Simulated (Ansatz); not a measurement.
# K3Cd2Os: the cost of one run

Computed with Ansatz 0.2.0 (DFT PBE, scalar-relativistic, plane waves, PAW, unless a step's input says otherwise).

1 further run of the same task is left out (it didn't finish). Runs told in other sessions of the task aren't counted.

### 1 The structure to begin with

The structure is trigonal, space group R-3m (No. 166). The conventional cell has a = 5.876 Å, b = 5.876 Å, c = 16.674 Å, α = 90.00°, β = 90.00°, γ = 120.00°. K (site symmetry 2/m) is surrounded by 4 K at 2.94 Å and 2 Os at 3.26 Å. Cd (site symmetry 3m) has 3 Os at 3.42 Å and 3 Cd at 3.49 Å and 9 K at 3.61 to 3.78 Å in its first shell of neighbours. Os (site symmetry -3m) is surrounded by 6 K at 3.26 Å and 6 Cd at 3.42 Å.

Coordinates:

```cif
data_structure
_symmetry_space_group_name_H-M 'P 1'
_symmetry_Int_Tables_number 1
_cell_length_a 6.5116
_cell_length_b 6.5116
_cell_length_c 6.5116
_cell_angle_alpha 53.637
_cell_angle_beta 53.637
_cell_angle_gamma 53.637
_cell_volume 166.18
loop_
_atom_site_label
_atom_site_type_symbol
_atom_site_fract_x
_atom_site_fract_y
_atom_site_fract_z
_atom_site_occupancy
K1 K 0.00000 0.00000 0.50000 1
K2 K 0.00000 0.50000 0.00000 1
K3 K 0.50000 0.00000 0.00000 1
Cd1 Cd 0.35776 0.35776 0.35776 1
Cd2 Cd 0.64224 0.64224 0.64224 1
Os1 Os 0.00000 0.00000 0.00000 1
```

It is the end of an earlier relaxation with the same method, from a database cell with other species swapped in; it needn't be the stable form of this composition. At a tolerance of 0.05 Å it has space group R-3m (No. 166); it has 27.70 Å³/atom, an uncorrected energy of +1.01 eV/atom over the elements.

### 2 Bands, states and charges

Contents of input.yaml:

```yaml
crystal:
  lattice:
    - [2.9378199204, 1.6961511219, 5.5581442391]
    - [-2.9378199204, 1.6961511219, 5.5581442391]
    - [0.0, -3.3923022438, 5.5581442391]
  atoms:
    - { symbol: K, position: [0.0, 0.0, 0.5] }
    - { symbol: K, position: [0.0, 0.5, 0.0] }
    - { symbol: K, position: [0.5, 0.0, 0.0] }
    - { symbol: Cd, position: [0.3577588644, 0.3577588644, 0.3577588644] }
    - { symbol: Cd, position: [0.6422411356, 0.6422411356, 0.6422411356] }
    - { symbol: Os, position: [0.0, 0.0, 0.0], spin: 0.54 }
basis:
  ecutwfc: 420
kpoints:
  mp_grid: { grid: [12, 12, 12] }
  band_path:
    path:
      - [[0.0, 0.0, 0.0], [0.5, 0.5, 0.5], [0.77124955, 0.22875045, 0.5]]
      - [[0.5, -0.22875045, 0.22875045], [0.5, 0.0, 0.0], [0.0, 0.0, 0.0], [0.36437523, -0.36437523, 0.0]]
      - [[0.63562477, 0.0, 0.36437523], [0.5, 0.0, 0.5], [0.0, 0.0, 0.0]]
    npoints: 14
hamiltonian:
  xc: pbe
scf:
  occupations: { method: gaussian, width: 0.1 }
  n_extra_bands: 15
output:
  forces: true
  stress: true
  eigenvalues: true
  populations: true
  dos: { projected: true, de: 0.02, nscf_kmesh: { grid: [15, 15, 15] } }
  bader: true
  write_density: true
  write_potential: true
  elf: true
  volumetric_format: npy
magnetization:
  spin_polarized: true
checkpoint:
  read: start.run
  write: ck
  compress: false
  write_wavefunctions: false
  write_every: 100000
```

Run with:

```bash
$ ansatz run input.yaml --threads 1 --pin off --max-ram 2560MiB --backend cpu --events-out ev --progress --plain --runs-dir out
```

What time and memory should one allow on 1 thread of Intel Xeon Platinum 8488C (Sapphire Rapids), shared host?

About 4.4 min, with a peak of 2.2 GiB.
